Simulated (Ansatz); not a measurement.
**C4H12B2Cl2: one species, many methods**

One table from this session's results is given with a row withheld; the runs are named, their logs left out.

Program: Ansatz 0.2.0, Gaussian basis. Level of theory: functionals in def2-TZVPP, the program's frozen cores in correlated methods. These are calculated values, not measurements.

Plan: LDA (SPW92), PBE-D4, revPBE-D4, BLYP-D4, r2SCAN-D4, B97M-V, PBE0-D4, B3LYP-D4, r2SCANh-D4, r2SCAN0-D4, HSE06-D4, BHLYP-D4, CAM-B3LYP-D4, LC-ωPBE, ωB97X-V, ωB97M-V, B2PLYP, PBE-QIDH; CCSD(T)/def2-SVP; CCSD(T)/def2-TZVPP; MP2/def2-QZVPP; extrapolation to the limit.

**The relaxed structure**

All runs share one geometry, relaxed beforehand with PBE0-D4 in a triple-zeta def2 set.

SMILES `C[B-]1(C)[Cl+][B-](C)(C)[Cl+]1`, 20 atoms, charge 0, spin multiplicity 1.

Atoms are counted from 1 here; the program's logs count them from 0.

Bond lengths: C1–B2 1.570 Å, C1–H9 1.095 Å, C1–H10 1.092 Å, C1–H11 1.095 Å, B2–C3 1.570 Å, B2–Cl4 2.005 Å, B2–Cl8 2.005 Å, C3–H12 1.092 Å, C3–H13 1.095 Å, C3–H14 1.095 Å, Cl4–B5 2.005 Å, B5–C6 1.570 Å, B5–C7 1.570 Å, B5–Cl8 2.005 Å, C6–H15 1.092 Å, C6–H16 1.095 Å, C6–H17 1.095 Å, C7–H18 1.095 Å and more. Angles: B2–C1–H9 110.0°, B2–C1–H10 113.6°, B2–C1–H11 110.0°, H9–C1–H10 107.9°, H9–C1–H11 107.2°, H10–C1–H11 107.9°, C1–B2–C3 122.9°, C1–B2–Cl4 109.1°, C1–B2–Cl8 109.1°, C3–B2–Cl4 109.1°, C3–B2–Cl8 109.1°, Cl4–B2–Cl8 93.6°, B2–C3–H12 113.6°, B2–C3–H13 110.0°, B2–C3–H14 110.0°, H12–C3–H13 107.9°, H12–C3–H14 107.9°, H13–C3–H14 107.2° and more.

Set-up of the first run:

The input, in.yaml:

```yaml
crystal:
  periodic: [false, false, false]
  atoms:
    - {symbol: C, position_ang: [2.169752, -0.334106, -1.237510]}
    - {symbol: B, position_ang: [0.943207, -0.896653, -0.434382]}
    - {symbol: C, position_ang: [0.760849, -2.423427, -0.116011]}
    - {symbol: Cl, position_ang: [-0.750060, -0.187825, -1.241308]}
    - {symbol: B, position_ang: [-0.949717, 0.887221, 0.439535]}
    - {symbol: C, position_ang: [-2.188106, 0.355625, 1.245419]}
    - {symbol: C, position_ang: [-0.738969, 2.407014, 0.105317]}
    - {symbol: Cl, position_ang: [0.728630, 0.156772, 1.258272]}
    - {symbol: H, position_ang: [3.102462, -0.587956, -0.723198]}
    - {symbol: H, position_ang: [2.145121, 0.748814, -1.372249]}
    - {symbol: H, position_ang: [2.211364, -0.795644, -2.229556]}
    - {symbol: H, position_ang: [-0.144899, -2.646858, 0.450663]}
    - {symbol: H, position_ang: [1.617005, -2.791020, 0.459146]}
    - {symbol: H, position_ang: [0.725879, -2.998649, -1.047048]}
    - {symbol: H, position_ang: [-2.183176, -0.726055, 1.391594]}
    - {symbol: H, position_ang: [-3.114882, 0.620884, 0.726135]}
    - {symbol: H, position_ang: [-2.223808, 0.828491, 2.232363]}
    - {symbol: H, position_ang: [-0.695800, 2.991424, 1.030253]}
    - {symbol: H, position_ang: [-1.586868, 2.783714, -0.476120]}
    - {symbol: H, position_ang: [0.172026, 2.608244, -0.461315]}
basis:
  gaussian: {orbitals: def2-TZVPP}
hamiltonian: {xc: lda}
output: {orbitals: {seedname: orbitals}}
```

Launch:

```
$ ansatz run in.yaml --threads 2 --pin off --events-out ev --progress --plain --max-ram 32768MiB --backend cuda --devices 0, --max-vram 18GiB
```

Steps of the session up to this table: LDA; PBE-D4 (GGA); revPBE-D4 (GGA); BLYP-D4 (GGA); r2SCAN-D4 (meta-GGA); B97M-V (meta-GGA); PBE0-D4 (hybrid); B3LYP-D4 (hybrid); r2SCANh-D4 (hybrid); r2SCAN0-D4 (hybrid); HSE06-D4 (hybrid); BHLYP-D4 (hybrid); CAM-B3LYP-D4 (range-separated); LC-ωPBE (range-separated); ωB97X-V (range-separated); ωB97M-V (range-separated); B2PLYP (double hybrid); PBE-QIDH (double hybrid).

One table of the session follows, with a row left open; its other results are not shown here.

It belongs to the step «Frontier levels by functional». 

| functional | HOMO (eV) | gap (eV) |
| --- | --- | --- |
| LDA (SPW92) | -6.94 | 5.72 |
| PBE-D4 | -6.83 | 5.84 |
| revPBE-D4 | -6.77 | 5.89 |
| BLYP-D4 | -6.74 | 5.88 |
| r2SCAN-D4 | -7.13 | 6.44 |
| B97M-V | -7.29 | 6.66 |
| PBE0-D4 | -8.20 | 8.22 |
| B3LYP-D4 | -8.00 | 7.79 |
| r2SCANh-D4 | -7.64 | 7.30 |
| r2SCAN0-D4 | -8.39 | 8.59 |
| HSE06-D4 | -7.79 | 7.43 |
| BHLYP-D4 | -9.51 | 10.63 |
| CAM-B3LYP-D4 | -9.63 | 10.77 |
| LC-ωPBE | ? | ? |
| ωB97X-V | -10.63 | 12.85 |
| ωB97M-V | -10.49 | 12.51 |

**Question.** Estimate the row for LC-ωPBE.

**Answer.** HOMO (eV): -10.96; gap (eV): 13.31. In the column «HOMO (eV)» it is the lowest.
